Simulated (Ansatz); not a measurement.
# Ti3Al: the cost of one run

Computed with Ansatz 0.2.0 (DFT PBEsol, scalar-relativistic, plane waves, PAW, unless a step's input says otherwise).

The COD entry's cell or inner coordinates are ideal or old and differ from later refinements, so a difference from it is no clean test against experiment.

15 further runs of the same task are left out: 15 set aside as unsound or not needed.

### Step 1. The starting structure

Symmetry: P6_3/mmc, No. 194, hexagonal system. Conventional cell: a = 5.764 Å, b = 5.764 Å, c = 4.664 Å, α = 90.00°, β = 90.00°, γ = 120.00°. Around Ti (site symmetry mm2) lie 4 Al at 2.86 to 2.88 Å and 8 Ti at 2.86 to 2.88 Å. Al (site symmetry -6m2) is surrounded by 12 Ti at 2.86 to 2.88 Å.

As a file:

```cif
data_structure
_symmetry_space_group_name_H-M 'P 1'
_symmetry_Int_Tables_number 1
_cell_length_a 5.7640
_cell_length_b 5.7640
_cell_length_c 4.6640
_cell_angle_alpha 90.000
_cell_angle_beta 90.000
_cell_angle_gamma 120.000
_cell_volume 134.20
loop_
_atom_site_label
_atom_site_type_symbol
_atom_site_fract_x
_atom_site_fract_y
_atom_site_fract_z
_atom_site_occupancy
Ti1 Ti 0.83330 0.16670 0.25000 1
Ti2 Ti 0.66660 0.83330 0.75000 1
Ti3 Ti 0.83330 0.66660 0.25000 1
Ti4 Ti 0.16670 0.83330 0.75000 1
Ti5 Ti 0.33340 0.16670 0.25000 1
Ti6 Ti 0.16670 0.33340 0.75000 1
Al1 Al 0.33333 0.66667 0.25000 1
Al2 Al 0.66667 0.33333 0.75000 1
```

The structure comes from the Crystallography Open Database.

### Step 5. Setting up the map

The energy is mapped over the lattice constants a and c of the conventional cell.

First coordinate, lattice constant a (and b): 7 values from 5.517 to 5.858 Å. Second coordinate, lattice constant c: 7 values from 4.054 to 5.160 Å.

Nothing else is relaxed (fractional coordinates fixed). Energies count from the relaxed crystal. Points are written as (first, second).

(The set-up runs are not shown.)

### Step 6. Point (5.517 Å, 4.054 Å)

Contents of input.yaml:

```yaml
crystal:
  lattice:
    - [5.5166, 0.0, 0.0]
    - [-2.7583, 4.7775157425, 0.0]
    - [0.0, 0.0, 4.0545]
  atoms:
    - { symbol: Ti, position: [0.8303330959, 0.1696669041, 0.25] }
    - { symbol: Ti, position: [0.6606661917, 0.8303330959, 0.75] }
    - { symbol: Ti, position: [0.8303330959, 0.6606661917, 0.25] }
    - { symbol: Ti, position: [0.1696669041, 0.8303330959, 0.75] }
    - { symbol: Ti, position: [0.3393338083, 0.1696669041, 0.25] }
    - { symbol: Ti, position: [0.1696669041, 0.3393338083, 0.75] }
    - { symbol: Al, position: [0.3333333333, 0.6666666667, 0.25] }
    - { symbol: Al, position: [0.6666666667, 0.3333333333, 0.75] }
basis:
  ecutwfc: 520.0
kpoints:
  mp_grid: { grid: [9, 9, 10] }
hamiltonian:
  xc: pbesol
  pseudopotentials: { kind: paw, azcp: { folder: soft_1 } }
scf:
  occupations: { method: gaussian, width: 0.15 }
output:
  forces: true
  stress: true
  eigenvalues: true
```

Launch:

```bash
$ ansatz run input.yaml --threads 4 --pin off --max-ram 8192MiB --backend cpu --events-out ev --progress --plain --runs-dir out
```

What time and memory should one allow on 4 threads of Arm Neoverse V1, shared host?

About 8.7 s, with a peak of 0.73 GiB.
